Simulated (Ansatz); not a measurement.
**BFH₅NO₂ (built from SMILES F.NB(O)O): a reaction path by the nudged elastic band**

Aim: the minimum-energy path between two given structures and its highest point. Both ends were relaxed at PBE0-D4 in triple zeta.

Method: PBE0-D4/def2-SVP; program: Ansatz 0.2.0, Gaussian basis.

22 further runs of the same task are left out: 22 set aside as unsound or not needed. Runs told in other sessions of the task aren't counted.

## (1) Starting geometry

The first end: 10 atoms, charge 0, spin multiplicity 1.

Atoms are counted from 1 here; the program's logs count them from 0.

Bond lengths: B1–N2 1.451 Å, B1–O3 1.361 Å, B1–O4 1.363 Å, N2–H7 1.010 Å, N2–H8 1.009 Å, O3–H9 0.960 Å, O4–H10 0.962 Å, H5–F6 0.957 Å. Angles: N2–B1–O3 118.0°, N2–B1–O4 121.7°, O3–B1–O4 120.3°, B1–N2–H7 116.8°, B1–N2–H8 115.7°, H7–N2–H8 110.4°, B1–O3–H9 111.9°, B1–O4–H10 113.6°.

As a file:

```
B    -0.3766    0.2618   -0.5447
N     0.9545   -0.2269   -0.2374
O    -0.9305   -0.0995   -1.7340
O    -1.0839    1.0200    0.3407
H     0.6449   -0.8822    1.3089
F     0.3792   -0.8894    2.2280
H     1.6048    0.4378    0.1575
H     1.4006   -0.7667   -0.9642
H    -1.8534    0.1599   -1.7930
H    -0.7397    0.9854    1.2382
```

The second end:

```csv
atom,x (Å),y (Å),z (Å)
B1,-0.51357,-0.09588,0.07694
N2,1.17216,-0.25394,-0.04099
O3,-0.91648,-0.39674,-1.24570
O4,-0.77587,1.23257,0.50504
H5,1.61559,-0.22866,0.87052
F6,-0.81466,-1.06301,1.03836
H7,1.53021,0.50545,-0.60957
H8,1.39152,-1.13454,-0.49539
H9,-1.62193,0.19115,-1.51668
H10,-1.06707,1.24370,1.41759
```

## (2) The band at PBE0-D4/def2-SVP

Contents of neb/in.yaml:

```yaml
crystal:
  periodic: [false, false, false]
  atoms:
    - {symbol: B, position_ang: [-0.376645, 0.261831, -0.544664]}
    - {symbol: N, position_ang: [0.954531, -0.226949, -0.237364]}
    - {symbol: O, position_ang: [-0.930503, -0.099530, -1.734026]}
    - {symbol: O, position_ang: [-1.083909, 1.019969, 0.340656]}
    - {symbol: H, position_ang: [0.644945, -0.882171, 1.308860]}
    - {symbol: F, position_ang: [0.379184, -0.889404, 2.227983]}
    - {symbol: H, position_ang: [1.604760, 0.437764, 0.157547]}
    - {symbol: H, position_ang: [1.400621, -0.766661, -0.964187]}
    - {symbol: H, position_ang: [-1.853428, 0.159865, -1.792950]}
    - {symbol: H, position_ang: [-0.739656, 0.985385, 1.238246]}
basis:
  gaussian: {orbitals: def2-SVP}
hamiltonian: {xc: pbe0, dispersion: d4}
neb:
  images: 5
  climbing: true
  max_iterations: 40
  initial_path: idpp
  final_atoms:
    - {symbol: B, position_ang: [-0.513565, -0.095885, 0.076938]}
    - {symbol: N, position_ang: [1.172165, -0.253943, -0.040994]}
    - {symbol: O, position_ang: [-0.916484, -0.396741, -1.245703]}
    - {symbol: O, position_ang: [-0.775875, 1.232573, 0.505037]}
    - {symbol: H, position_ang: [1.615589, -0.228659, 0.870515]}
    - {symbol: F, position_ang: [-0.814659, -1.063008, 1.038363]}
    - {symbol: H, position_ang: [1.530207, 0.505454, -0.609574]}
    - {symbol: H, position_ang: [1.391522, -1.134541, -0.495385]}
    - {symbol: H, position_ang: [-1.621929, 0.191154, -1.516684]}
    - {symbol: H, position_ang: [-1.067070, 1.243696, 1.417587]}
```

Command:

```console
> ansatz run in.yaml --threads 4 --pin off --events-out ev --progress --plain --max-ram 9574MiB
```

Before running it: what results should come out? Wanted: from earlier runs: barrier over the separately found saddle, CCSD(T)/def2-TZVPP.

As calculated:

| quantity | value |
| --- | --- |
| PBE0-D4/def2-SVP, 13 iterations | highest 14.7 kcal/mol (image 3), last end -13.5 kcal/mol |
| from earlier runs: barrier over the separately found saddle, CCSD(T)/def2-TZVPP | 20.8 kcal/mol |

The highest image lies 14.7 kcal/mol above the first end, and it climbed, so it estimates the saddle. The ends are not quite minima at this level (largest force component 0.24 eV/Å), so the heights are unreliable: relaxing the first end would lower it and raise the barrier above it. The highest image is 6.1 kcal/mol below the CCSD(T) barrier in triple zeta, which comes from separate runs on the saddle.
